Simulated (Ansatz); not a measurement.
**C₂H₈FN₂Nb: basis-set convergence**

How large a basis does C₂H₈FN₂Nb need? Two functionals are run in growing sets.

The runs use Ansatz 0.2.0, Gaussian basis; one geometry, several basis sets.

Levels to be run: PBE0-D4/def2-SVP; ωB97M-V/def2-SVP; PBE0-D4/def2-QZVPP; ωB97M-V/def2-QZVPP; the functionals' def2-TZVPP values are taken from earlier runs.

## 1. Structure used throughout

The geometry comes from an earlier relaxation with PBE0-D4 in a triple-zeta def2 set; it is a stationary point, not always the lowest conformer. Nb takes the def2 core potential; no spin-orbit term is included.

SMILES `C[N]=[Nb]([CH3])([NH2])[F]`, 14 atoms, charge 0, spin multiplicity 1.

Atoms are counted from 1 here; the program's logs count them from 0.

Bond lengths: C1–N2 1.419 Å, C1–H7 1.096 Å, C1–H8 1.096 Å, C1–H9 1.096 Å, N2–Nb3 1.743 Å, Nb3–C4 2.163 Å, Nb3–N5 1.967 Å, Nb3–F6 1.897 Å, C4–H10 1.097 Å, C4–H11 1.096 Å, C4–H12 1.092 Å, N5–H13 1.008 Å, N5–H14 1.012 Å. Angles: N2–C1–H7 110.7°, N2–C1–H8 111.6°, N2–C1–H9 110.6°, H7–C1–H8 108.1°, H7–C1–H9 107.7°, H8–C1–H9 107.9°, C1–N2–Nb3 173.4°, N2–Nb3–C4 103.0°, N2–Nb3–N5 104.3°, N2–Nb3–F6 114.0°, C4–Nb3–N5 107.4°, C4–Nb3–F6 109.8°, N5–Nb3–F6 117.2°, Nb3–C4–H10 110.2°, Nb3–C4–H11 109.3°, Nb3–C4–H12 112.6°, H10–C4–H11 108.2°, H10–C4–H12 108.5° and more.

Coordinates:

```
C    -0.96023   -2.14754    0.76371
N    -0.49584   -0.82659    0.53223
Nb    0.13747    0.79416    0.43815
C     1.86043    0.56849   -0.85041
N    -1.22476    1.79201   -0.57001
F     0.67588    1.51146    2.11007
H    -0.47174   -2.85420    0.08369
H    -0.76126   -2.47013    1.79163
H    -2.04083   -2.21264    0.59302
H     2.30854    1.54786   -1.05906
H     2.61074   -0.05166   -0.34680
H     1.61313    0.09065   -1.80082
H    -2.08671    1.43441   -0.95164
H    -1.17763    2.79431   -0.70496
```

## 2. PBE0-D4 in def2-SVP

File in.yaml:

```yaml
crystal:
  periodic: [false, false, false]
  atoms:
    - {symbol: C, position_ang: [-0.960227, -2.147541, 0.763712]}
    - {symbol: N, position_ang: [-0.495841, -0.826589, 0.532228]}
    - {symbol: Nb, position_ang: [0.137469, 0.794163, 0.438149]}
    - {symbol: C, position_ang: [1.860429, 0.568486, -0.850414]}
    - {symbol: N, position_ang: [-1.224761, 1.792008, -0.570010]}
    - {symbol: F, position_ang: [0.675880, 1.511462, 2.110072]}
    - {symbol: H, position_ang: [-0.471738, -2.854197, 0.083692]}
    - {symbol: H, position_ang: [-0.761255, -2.470128, 1.791626]}
    - {symbol: H, position_ang: [-2.040828, -2.212635, 0.593022]}
    - {symbol: H, position_ang: [2.308544, 1.547858, -1.059064]}
    - {symbol: H, position_ang: [2.610740, -0.051660, -0.346795]}
    - {symbol: H, position_ang: [1.613128, 0.090649, -1.800821]}
    - {symbol: H, position_ang: [-2.086712, 1.434413, -0.951639]}
    - {symbol: H, position_ang: [-1.177626, 2.794308, -0.704959]}
basis:
  gaussian: {orbitals: def2-SVP}
hamiltonian: {xc: pbe0, dispersion: d4}
output: {orbitals: {seedname: orbitals}}
```

After this run come: ωB97M-V in def2-SVP; PBE0-D4 in def2-QZVPP; ωB97M-V in def2-QZVPP.

**Question.** What will the summary of the whole plan be? Wanted: PBE0-D4: double and triple zeta above quadruple; ωB97M-V: double and triple zeta above quadruple.

The runs gave:

| quantity | value |
| --- | --- |
| PBE0-D4: double and triple zeta above quadruple | 10.26, 0.54 eV |
| ωB97M-V: double and triple zeta above quadruple | 10.60, 0.53 eV |

In words: For PBE0-D4 the step from double to triple zeta gains 9.71 eV and the next only 0.54 eV. These are total energies; as a rule much of such shifts cancels in differences, which this series doesn't test. The LUMO of ωB97M-V is positive and keeps falling with the basis (1.17 to 0.49 eV): an unbound level that the basis holds in place.
